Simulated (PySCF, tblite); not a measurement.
# C3H6Te+ (doublet): EPR parameters

Aim: compute the EPR parameters of C3H6Te+ (doublet) (`C1C[Te+]C1`).

Programs: tblite 0.8.0 and PySCF 2.14.0, with routines of our own; each step states its level. All values are computed. Atoms count from 0.

### 1 The starting structure

10 atoms, charge 1, multiplicity 2; geometry from: force field or distance geometry start.

### 2 Optimising the geometry with GFN2-xTB

What the job is given:

```
{"job": {"kind": "relax", "xc": "GFN2-xTB", "basis": "xTB"}, "charge": 1, "multiplicity": 2}
C     -0.065700    -0.629700     0.313200
C      1.180300     0.176900    -0.005900
Te     0.225000     1.831700    -0.923600
C     -1.129400     0.322900    -0.261900
H     -0.076600    -1.604500    -0.210500
H     -0.209700    -0.768200     1.406400
H      1.721000     0.482000     0.923900
H      1.856400    -0.356300    -0.703900
H     -1.676700    -0.146000    -1.099600
H     -1.815700     0.695900     0.539500
```

Launch:

```sh
$ OMP_NUM_THREADS=1 python heavy_run.py task.json out
```

The driver reads the jobs from task.json and runs them one after another.

Log:

```text
step      E/eV     max force
  0    -327.75441    1.597
  1    -327.83267    0.496
  2    -327.85786    0.313
  3    -327.86778    0.247
  4    -327.87677    0.250
  5    -327.88423    0.264
  6    -327.88873    0.148
  7    -327.88987    0.074
  8    -327.89019    0.048
  9    -327.89044    0.054
 10    -327.89062    0.037
 11    -327.89068    0.014
 12    -327.89069    0.007
```

Run time: 0.05 s. Hardware: 1 thread of Arm Neoverse V1, shared host.

Relaxation path:

| step | energy from step 0 (eV) | largest force (eV/Å) |
| --- | --- | --- |
| 0 | 0.0000 | 1.5972 |
| 1 | -0.0783 | 0.4958 |
| 2 | -0.1035 | 0.3134 |
| 3 | -0.1134 | 0.2472 |
| 4 | -0.1224 | 0.2503 |
| 5 | -0.1298 | 0.2636 |
| 6 | -0.1343 | 0.1480 |
| 7 | -0.1355 | 0.0736 |
| 8 | -0.1358 | 0.0478 |
| 9 | -0.1360 | 0.0543 |
| 10 | -0.1362 | 0.0370 |
| 11 | -0.1363 | 0.0139 |
| 12 | -0.1363 | 0.0071 |

Distances of close pairs at the start and the end, largest changes first:

| bond | before (Å) | after (Å) | change (Å) |
| --- | --- | --- | --- |
| C1–Te2 | 2.120 | 2.179 | +0.059 |
| Te2–C3 | 2.133 | 2.179 | +0.047 |
| C3–H9 | 1.119 | 1.093 | -0.026 |
| C1–H6 | 1.118 | 1.093 | -0.025 |
| C0–H5 | 1.111 | 1.092 | -0.019 |
| C1–H7 | 1.108 | 1.093 | -0.015 |
| C0–H4 | 1.107 | 1.092 | -0.015 |
| C0–C1 | 1.518 | 1.532 | +0.014 |

The next job starts from the end point, and lists it.

### 3 Infrared spectrum with GFN2-xTB

What the job is given:

```
{"job": {"kind": "ir", "xc": "GFN2-xTB", "basis": "xTB"}, "charge": 1, "multiplicity": 2}
C     -0.073001    -0.625904     0.313883
C      1.209868     0.155847     0.014278
Te     0.218954     1.848566    -0.934438
C     -1.154571     0.301238    -0.249490
H     -0.079543    -1.604780    -0.169764
H     -0.202822    -0.804871     1.383102
H      1.773409     0.477071     0.894357
H      1.900382    -0.332540    -0.678487
H     -1.728071    -0.108909    -1.085137
H     -1.855723     0.698935     0.489168
```

Log:

```text
mode    cm-1     km/mol
  1      32.3      3.61
  2     363.3      0.10
  3     529.7     11.06
  4     548.8      0.00
  5     649.3     43.67
  6     698.0      1.47
  7     821.9      1.47
  8     933.3      0.01
  9     955.5     49.78
 10    1052.9      0.12
 11    1060.9      0.01
 12    1090.9     13.59
 13    1109.6      0.41
 14    1122.9      0.01
 15    1270.9     23.53
 16    1319.5     84.83
 17    1327.4      0.01
 18    1428.2     96.42
 19    2916.0     95.48
 20    2921.9     32.69
 21    2924.6      0.25
 22    2938.3      1.21
 23    2980.6      6.38
 24    2994.4     22.87
```

It took 0.19 s on 1 thread of Arm Neoverse V1, shared host.

Which atoms move in the most intense modes:

| cm⁻¹ | km/mol | atoms |
| --- | --- | --- |
| 649 | 43.7 | H8 17 %, H9 17 %, H7 17 %, H6 17 % |
| 956 | 49.8 | C0 34 %, C3 12 %, C1 12 % |
| 1271 | 23.5 | H5 32 %, H4 32 %, C0 32 % |
| 1320 | 84.8 | H9 23 %, H8 23 %, H6 22 %, H7 22 % |
| 1428 | 96.4 | H5 45 %, H4 45 % |
| 2916 | 95.5 | H8 26 %, H6 24 %, H9 24 %, H7 22 % |
| 2922 | 32.7 | H9 27 %, H8 25 %, H7 19 %, H6 17 % |
| 2994 | 22.9 | H5 48 %, H4 46 % |

### 4 EPR parameters: PBE0/pcH-1 Te:dyall-v2z, spin–orbit

Settings changed since step 3:

```diff
@@ -1,2 +1,2 @@
-{"job": {"kind": "ir", "xc": "GFN2-xTB", "basis": "xTB"}, "charge": 1, "multiplicity": 2}
+{"job": {"kind": "hepr", "xc": "PBE0", "basis": {"default": "pcH-1", "Te": "dyall-v2z"}, "rel": "so"}, "charge": 1, "multiplicity": 2}
 C     -0.073001    -0.625904     0.313883
```

With the program's defaults for keys left out, this is: PBE0/pcH-1 Te:dyall-v2z EPR parameters from three collinear SCF solutions, X2C with spin-orbit coupling, screened-nuclear two-electron part, Gaussian nuclei, gas phase.

Log:

```text
spin-free SCF
coarse grid: 38400 points
cycle   1  E = -6910.9568271018  dE =  2.962e-01  |g| = 2.527e-01  |ddm| = 1.962e+00
cycle   2  E = -6910.9295177785  dE =  2.731e-02  |g| = 3.191e-01  |ddm| = 6.989e-01
cycle   3  E = -6910.9851453309  dE = -5.563e-02  |g| = 7.937e-02  |ddm| = 4.260e-01
cycle   4  E = -6910.9877551187  dE = -2.610e-03  |g| = 2.773e-02  |ddm| = 8.332e-02
cycle   5  E = -6910.9881198329  dE = -3.647e-04  |g| = 7.288e-03  |ddm| = 2.841e-02
cycle   6  E = -6910.9881535506  dE = -3.372e-05  |g| = 1.821e-03  |ddm| = 9.750e-03
cycle   7  E = -6910.9881612276  dE = -7.677e-06  |g| = 9.140e-04  |ddm| = 5.677e-03
final grid: 79904 points
cycle   8  E = -6910.9888263260  dE = -4.674e-06  |g| = 2.027e-03  |ddm| = 2.415e-03
cycle   9  E = -6910.9888267601  dE = -4.341e-07  |g| = 7.951e-04  |ddm| = 1.623e-03
cycle  10  E = -6910.9888270012  dE = -2.411e-07  |g| = 5.902e-04  |ddm| = 1.122e-03
cycle  11  E = -6910.9888272046  dE = -2.034e-07  |g| = 1.579e-04  |ddm| = 6.053e-04
cycle  12  E = -6910.9888272377  dE = -3.311e-08  |g| = 1.239e-04  |ddm| = 3.342e-04
cycle  13  E = -6910.9888272717  dE = -3.393e-08  |g| = 2.371e-05  |ddm| = 6.124e-04
cycle  14  E = -6910.9888272719  dE = -2.465e-10  |g| = 2.733e-06  |ddm| = 2.889e-05
converged SCF energy = -6910.9888272719
two-component SCF, magnetisation along principal axis 1
cycle   1  E = -6910.1608100105  dE = -6.910e+03  |FDS-SDF| = 1.134e+02
cycle   2  E = -6912.0754348580  dE = -1.915e+00  |FDS-SDF| = 3.739e-01
cycle   3  E = -6912.0764576586  dE = -1.023e-03  |FDS-SDF| = 1.537e-02
cycle   4  E = -6912.0766010422  dE = -1.434e-04  |FDS-SDF| = 9.019e-03
cycle   5  E = -6912.0766339484  dE = -3.291e-05  |FDS-SDF| = 3.785e-03
cycle   6  E = -6912.0766574273  dE = -2.348e-05  |FDS-SDF| = 2.475e-03
cycle   7  E = -6912.0766637722  dE = -6.345e-06  |FDS-SDF| = 8.224e-04
cycle   8  E = -6912.0766646583  dE = -8.861e-07  |FDS-SDF| = 2.441e-04
cycle   9  E = -6912.0766647554  dE = -9.705e-08  |FDS-SDF| = 8.517e-05
cycle  10  E = -6912.0766647695  dE = -1.410e-08  |FDS-SDF| = 3.084e-05
converged, E = -6912.0766647695
two-component SCF, magnetisation along principal axis 2
cycle   1  E = -6910.1608100106  dE = -6.910e+03  |FDS-SDF| = 1.134e+02
cycle   2  E = -6912.0754742435  dE = -1.915e+00  |FDS-SDF| = 3.740e-01
cycle   3  E = -6912.0765079817  dE = -1.034e-03  |FDS-SDF| = 1.539e-02
cycle   4  E = -6912.0766527858  dE = -1.448e-04  |FDS-SDF| = 9.008e-03
cycle   5  E = -6912.0766856081  dE = -3.282e-05  |FDS-SDF| = 3.764e-03
cycle   6  E = -6912.0767087497  dE = -2.314e-05  |FDS-SDF| = 2.448e-03
cycle   7  E = -6912.0767148557  dE = -6.106e-06  |FDS-SDF| = 8.001e-04
cycle   8  E = -6912.0767156966  dE = -8.409e-07  |FDS-SDF| = 2.311e-04
cycle   9  E = -6912.0767157856  dE = -8.903e-08  |FDS-SDF| = 7.673e-05
cycle  10  E = -6912.0767157977  dE = -1.215e-08  |FDS-SDF| = 2.723e-05
converged, E = -6912.0767157977
two-component SCF, magnetisation along principal axis 3
cycle   1  E = -6910.1608100107  dE = -6.910e+03  |FDS-SDF| = 1.134e+02
cycle   2  E = -6912.0754802631  dE = -1.915e+00  |FDS-SDF| = 3.740e-01
cycle   3  E = -6912.0765137901  dE = -1.034e-03  |FDS-SDF| = 1.543e-02
cycle   4  E = -6912.0766588258  dE = -1.450e-04  |FDS-SDF| = 9.031e-03
cycle   5  E = -6912.0766919250  dE = -3.310e-05  |FDS-SDF| = 3.809e-03
cycle   6  E = -6912.0767155044  dE = -2.358e-05  |FDS-SDF| = 2.480e-03
cycle   7  E = -6912.0767217738  dE = -6.269e-06  |FDS-SDF| = 8.329e-04
cycle   8  E = -6912.0767226787  dE = -9.050e-07  |FDS-SDF| = 2.597e-04
cycle   9  E = -6912.0767227916  dE = -1.129e-07  |FDS-SDF| = 9.803e-05
cycle  10  E = -6912.0767228106  dE = -1.900e-08  |FDS-SDF| = 3.922e-05
converged, E = -6912.0767228106

g tensor 1.95763 2.15552 2.32029   isotropic 2.14448

Hyperfine (MHz)
atom isotope      a_iso        A1        A2        A3
  0    13C        2.49       1.86       2.67       2.93
  1    13C      -14.79     -20.99     -15.23      -8.15
  2  125Te      303.63   -1814.40    1158.59    1566.70
  3    13C      -14.78     -20.99     -15.21      -8.14
  4     1H        2.32       0.16       0.69       6.11
  5     1H        2.33       0.18       0.70       6.12
  6     1H       49.26      45.78      47.29      54.72
  7     1H       49.10      45.63      47.11      54.55
  8     1H       49.17      45.69      47.20      54.62
  9     1H       48.97      45.51      46.99      54.42

Field gradients (au) and densities at the nuclei (bohr^-3)
atom        Vxx        Vyy        Vzz        centre      nuclear mean
  0 C      0.0224     0.1537    -0.1760        125.986        125.984
  1 C     -0.1863    -0.2267     0.4131        126.138        126.136
  2 Te     0.6596     2.4948    -3.1544     224915.581     218104.388
  3 C     -0.1866    -0.2270     0.4136        126.138        126.136
  4 H     -0.1382    -0.1486     0.2868          0.475          0.475
  5 H     -0.1383    -0.1486     0.2868          0.475          0.475
  6 H     -0.1385    -0.1486     0.2871          0.465          0.465
  7 H     -0.1385    -0.1486     0.2872          0.464          0.464
  8 H     -0.1385    -0.1485     0.2870          0.464          0.464
  9 H     -0.1385    -0.1485     0.2870          0.464          0.464
without picture change
  2 Te                          -3.4106                    485657.051
```

Wall time 4.3 min (1 thread of Arm Neoverse V1, shared host); peak memory 1.1 GiB.

From this job:

| quantity | value |
| --- | --- |
| g(iso) | 2.1445 |

Mulliken spin populations:

| atom | value (e) |
| --- | --- |
| C0 | 0.01 |
| C1 | -0.07 |
| Te2 | 1.04 |
| C3 | -0.07 |
| H4 | 0.00 |
| H5 | 0.00 |
| H6 | 0.02 |
| H7 | 0.02 |
| H8 | 0.02 |
| H9 | 0.02 |

The fields below are evaluated on a grid from the run's orbitals.

ELF in a plane through or near 4 of the atoms.

Ten even steps from ' ' (0.00) to '@' (0.93):
```
                                                        
                    ..::--====--::..                    
                  ::++##%%@@@@%%##++::                  
                ..--##%%%%####%%%%##--..                
                ::==##++--------++##==::                
                ::++++--****++##--++++::                
                ..==++::++**##++::++==..                
            ..::--++%%%%++::--++%%%%++--::..            
            ::==**++==####----####==++**++::            
          ..==**##..@@--##====##--@@..##**==..          
            ::==++++**@@@@++++@@@@**++++==::            
            ....::::++##==--**==##++::::....            
                    ::--++++++++--::                    
                      ::==++++--::                      
                        ........                        
                                                        
                                                        
                                                        
                                                        
                                                        
```
The map spans 8.9 Å across and 9.4 Å up, centred on the molecule. Atoms in the plane (x, y in Å): C0 (0.0, -0.7), C1 (-1.2, 0.3), Te2 (0.0, 2.1), C3 (1.2, 0.3).

On the surface of density 0.002 e/bohr³ the electrostatic potential runs, from the 1st to the 99th percentile, from 4.19 to 6.18 V.

The spin density lies nearest to Te2 82 %.

### 5 EPR parameters: PBE0/pcH-1 Te:dyall-v2z, spin-free

Settings changed since step 4:

```diff
@@ -1,2 +1,2 @@
-{"job": {"kind": "hepr", "xc": "PBE0", "basis": {"default": "pcH-1", "Te": "dyall-v2z"}, "rel": "so"}, "charge": 1, "multiplicity": 2}
+{"job": {"kind": "hepr", "xc": "PBE0", "basis": {"default": "pcH-1", "Te": "dyall-v2z"}, "rel": "sf"}, "charge": 1, "multiplicity": 2}
 C     -0.073001    -0.625904     0.313883
```

With the program's defaults for keys left out, this is: PBE0/pcH-1 Te:dyall-v2z EPR parameters from three collinear SCF solutions, X2C without spin-orbit coupling, Gaussian nuclei, gas phase.

Log:

```text
spin-free SCF
coarse grid: 38400 points
cycle   1  E = -6910.9568271018  dE =  2.962e-01  |g| = 2.527e-01  |ddm| = 1.962e+00
cycle   2  E = -6910.9295177785  dE =  2.731e-02  |g| = 3.191e-01  |ddm| = 6.989e-01
cycle   3  E = -6910.9851453309  dE = -5.563e-02  |g| = 7.937e-02  |ddm| = 4.260e-01
cycle   4  E = -6910.9877551187  dE = -2.610e-03  |g| = 2.773e-02  |ddm| = 8.332e-02
cycle   5  E = -6910.9881198329  dE = -3.647e-04  |g| = 7.288e-03  |ddm| = 2.841e-02
cycle   6  E = -6910.9881535506  dE = -3.372e-05  |g| = 1.821e-03  |ddm| = 9.750e-03
cycle   7  E = -6910.9881612276  dE = -7.677e-06  |g| = 9.140e-04  |ddm| = 5.677e-03
final grid: 79904 points
cycle   8  E = -6910.9888263260  dE = -4.674e-06  |g| = 2.027e-03  |ddm| = 2.415e-03
cycle   9  E = -6910.9888267601  dE = -4.341e-07  |g| = 7.951e-04  |ddm| = 1.623e-03
cycle  10  E = -6910.9888270012  dE = -2.411e-07  |g| = 5.902e-04  |ddm| = 1.122e-03
cycle  11  E = -6910.9888272046  dE = -2.034e-07  |g| = 1.579e-04  |ddm| = 6.053e-04
cycle  12  E = -6910.9888272377  dE = -3.311e-08  |g| = 1.239e-04  |ddm| = 3.342e-04
cycle  13  E = -6910.9888272717  dE = -3.393e-08  |g| = 2.371e-05  |ddm| = 6.124e-04
cycle  14  E = -6910.9888272719  dE = -2.465e-10  |g| = 2.733e-06  |ddm| = 2.889e-05
converged SCF energy = -6910.9888272719
two-component SCF, magnetisation along principal axis 1
cycle   1  E = -6910.9888272707  dE = -6.911e+03  |FDS-SDF| = 3.865e-06
cycle   2  E = -6910.9888272708  dE = -7.367e-11  |FDS-SDF| = 4.222e-06
converged, E = -6910.9888272708
two-component SCF, magnetisation along principal axis 2
cycle   1  E = -6910.9888272708  dE = -6.911e+03  |FDS-SDF| = 3.865e-06
cycle   2  E = -6910.9888272708  dE = -7.367e-11  |FDS-SDF| = 4.222e-06
converged, E = -6910.9888272708
two-component SCF, magnetisation along principal axis 3
cycle   1  E = -6910.9888272708  dE = -6.911e+03  |FDS-SDF| = 3.865e-06
cycle   2  E = -6910.9888272709  dE = -7.549e-11  |FDS-SDF| = 4.222e-06
converged, E = -6910.9888272709

g tensor 2.00235 2.00264 2.00266   isotropic 2.00255

Hyperfine (MHz)
atom isotope      a_iso        A1        A2        A3
  0    13C        1.90       1.25       1.87       2.56
  1    13C      -18.77     -25.62     -18.94     -11.75
  2  125Te      393.53   -1730.64    1403.48    1507.74
  3    13C      -18.75     -25.61     -18.91     -11.74
  4     1H        0.82      -0.62      -0.55       3.64
  5     1H        0.85      -0.60      -0.53       3.67
  6     1H       49.52      46.78      47.40      54.38
  7     1H       49.34      46.61      47.22      54.21
  8     1H       49.42      46.69      47.30      54.28
  9     1H       49.22      46.49      47.09      54.08

Field gradients (au) and densities at the nuclei (bohr^-3)
atom        Vxx        Vyy        Vzz        centre      nuclear mean
  0 C      0.0211     0.1543    -0.1754        125.986        125.984
  1 C     -0.1865    -0.2251     0.4116        126.136        126.134
  2 Te     0.5656     2.7078    -3.2734     224752.792     217941.476
  3 C     -0.1868    -0.2253     0.4122        126.136        126.134
  4 H     -0.1382    -0.1486     0.2868          0.475          0.475
  5 H     -0.1382    -0.1486     0.2868          0.475          0.475
  6 H     -0.1386    -0.1486     0.2872          0.464          0.464
  7 H     -0.1386    -0.1486     0.2872          0.464          0.464
  8 H     -0.1385    -0.1485     0.2871          0.464          0.464
  9 H     -0.1385    -0.1486     0.2871          0.464          0.464
without picture change
  2 Te                          -3.5538                    485674.805
```

Wall time 92 s (1 thread of Arm Neoverse V1, shared host); peak memory 0.93 GiB.

In short:

| quantity | value |
| --- | --- |
| g(iso) | 2.0025 |

### 6 EPR parameters: PBE0/pcH-1 Te:dyall-v2z, non-relativistic

Settings changed since step 5:

```diff
@@ -1,2 +1,2 @@
-{"job": {"kind": "hepr", "xc": "PBE0", "basis": {"default": "pcH-1", "Te": "dyall-v2z"}, "rel": "sf"}, "charge": 1, "multiplicity": 2}
+{"job": {"kind": "hepr", "xc": "PBE0", "basis": {"default": "pcH-1", "Te": "dyall-v2z"}, "rel": "nr"}, "charge": 1, "multiplicity": 2}
 C     -0.073001    -0.625904     0.313883
```

Method: PBE0/pcH-1 Te:dyall-v2z EPR parameters from three collinear SCF solutions, non-relativistic, Gaussian nuclei, gas phase.

Log:

```text
non-relativistic SCF
coarse grid: 38400 points
cycle   1  E = -6731.1227195794  dE = -2.177e+02  |g| = 5.680e+00  |ddm| = 2.483e+00
cycle   2  E = -6731.0608827832  dE =  6.184e-02  |g| = 1.812e+00  |ddm| = 1.380e+00
cycle   3  E = -6731.0808145096  dE = -1.993e-02  |g| = 1.032e+00  |ddm| = 1.705e+00
cycle   4  E = -6731.3412884468  dE = -2.605e-01  |g| = 3.079e-01  |ddm| = 1.171e+00
cycle   5  E = -6731.3941982160  dE = -5.291e-02  |g| = 6.548e-02  |ddm| = 3.468e-01
cycle   6  E = -6731.3964443793  dE = -2.246e-03  |g| = 1.008e-02  |ddm| = 7.395e-02
cycle   7  E = -6731.3965003318  dE = -5.595e-05  |g| = 2.604e-03  |ddm| = 1.264e-02
cycle   8  E = -6731.3965069579  dE = -6.626e-06  |g| = 1.360e-03  |ddm| = 4.297e-03
final grid: 79904 points
cycle   9  E = -6731.3966608703  dE = -1.717e-06  |g| = 1.390e-03  |ddm| = 3.260e-03
cycle  10  E = -6731.3966610370  dE = -1.667e-07  |g| = 1.580e-03  |ddm| = 2.500e-03
cycle  11  E = -6731.3966623063  dE = -1.269e-06  |g| = 2.649e-04  |ddm| = 1.342e-03
cycle  12  E = -6731.3966624013  dE = -9.497e-08  |g| = 2.240e-04  |ddm| = 5.861e-04
cycle  13  E = -6731.3966624915  dE = -9.020e-08  |g| = 4.659e-05  |ddm| = 8.025e-04
cycle  14  E = -6731.3966624969  dE = -5.365e-09  |g| = 2.239e-05  |ddm| = 2.171e-04
converged SCF energy = -6731.3966624969
two-component SCF, magnetisation along principal axis 1
cycle   1  E = -6731.3966624968  dE = -6.731e+03  |FDS-SDF| = 3.166e-05
cycle   2  E = -6731.3966624969  dE = -1.046e-10  |FDS-SDF| = 3.349e-05
converged, E = -6731.3966624969
two-component SCF, magnetisation along principal axis 2
cycle   1  E = -6731.3966624969  dE = -6.731e+03  |FDS-SDF| = 3.166e-05
cycle   2  E = -6731.3966624969  dE = -7.276e-11  |FDS-SDF| = 3.349e-05
converged, E = -6731.3966624969
two-component SCF, magnetisation along principal axis 3
cycle   1  E = -6731.3966624968  dE = -6.731e+03  |FDS-SDF| = 3.166e-05
cycle   2  E = -6731.3966624968  dE = -3.365e-11  |FDS-SDF| = 3.349e-05
converged, E = -6731.3966624968

Hyperfine (MHz)
atom isotope      a_iso        A1        A2        A3
  0    13C        1.69       1.04       1.69       2.34
  1    13C      -17.68     -24.25     -18.08     -10.71
  2  125Te       29.78   -1828.12     909.45    1008.02
  3    13C      -17.67     -24.24     -18.06     -10.70
  4     1H        1.13      -0.31      -0.26       3.95
  5     1H        1.16      -0.28      -0.23       3.98
  6     1H       50.69      47.88      48.62      55.56
  7     1H       50.51      47.71      48.44      55.38
  8     1H       50.59      47.79      48.52      55.46
  9     1H       50.38      47.59      48.31      55.25

Field gradients (au) and densities at the nuclei (bohr^-3)
atom        Vxx        Vyy        Vzz        centre      nuclear mean
  0 C      0.0213     0.1552    -0.1765        125.186        125.184
  1 C     -0.1829    -0.2185     0.4014        125.331        125.328
  2 Te     0.7004     2.4012    -3.1016      98277.346      97927.228
  3 C     -0.1832    -0.2188     0.4020        125.331        125.328
  4 H     -0.1382    -0.1487     0.2869          0.475          0.475
  5 H     -0.1382    -0.1487     0.2869          0.475          0.475
  6 H     -0.1387    -0.1487     0.2874          0.464          0.464
  7 H     -0.1387    -0.1487     0.2874          0.464          0.464
  8 H     -0.1386    -0.1487     0.2873          0.464          0.464
  9 H     -0.1386    -0.1487     0.2873          0.464          0.464
```

Wall time 70 s (1 thread of Arm Neoverse V1, shared host); peak memory 0.88 GiB.

### 7 Outcome

| quantity | value |
| --- | --- |
| strongest single infrared mode (GFN2-xTB) | 1428 cm⁻¹, 96 km/mol |
| zero-point energy (GFN2-xTB) | 48.6 kcal/mol |
| g(iso) (step 4, PBE0/pcH-1 Te:dyall-v2z, spin–orbit) | 2.1445 |
| a(iso) (step 4, PBE0/pcH-1 Te:dyall-v2z, spin–orbit) | 125Te Te2 303.6, 1H H6 49.3, 1H H8 49.2 MHz |
| g(iso) (step 5, PBE0/pcH-1 Te:dyall-v2z, spin-free) | 2.0025 |
| a(iso) (step 5, PBE0/pcH-1 Te:dyall-v2z, spin-free) | 125Te Te2 393.5, 1H H6 49.5, 1H H8 49.4 MHz |
| a(iso) (step 6, PBE0/pcH-1 Te:dyall-v2z, non-relativistic) | 1H H6 50.7, 1H H8 50.6, 1H H7 50.5 MHz |

All 24 modes are real, so the xTB geometry is a minimum. The strongest single mode, at 1428 cm⁻¹, moves mainly H5 and H4. Unscaled tight-binding wavenumbers are off by several per cent, some by more. Its intensities can rank the bands wrongly. Without spin-orbit coupling g stays near the free electron's, so those rows hold no g shift.
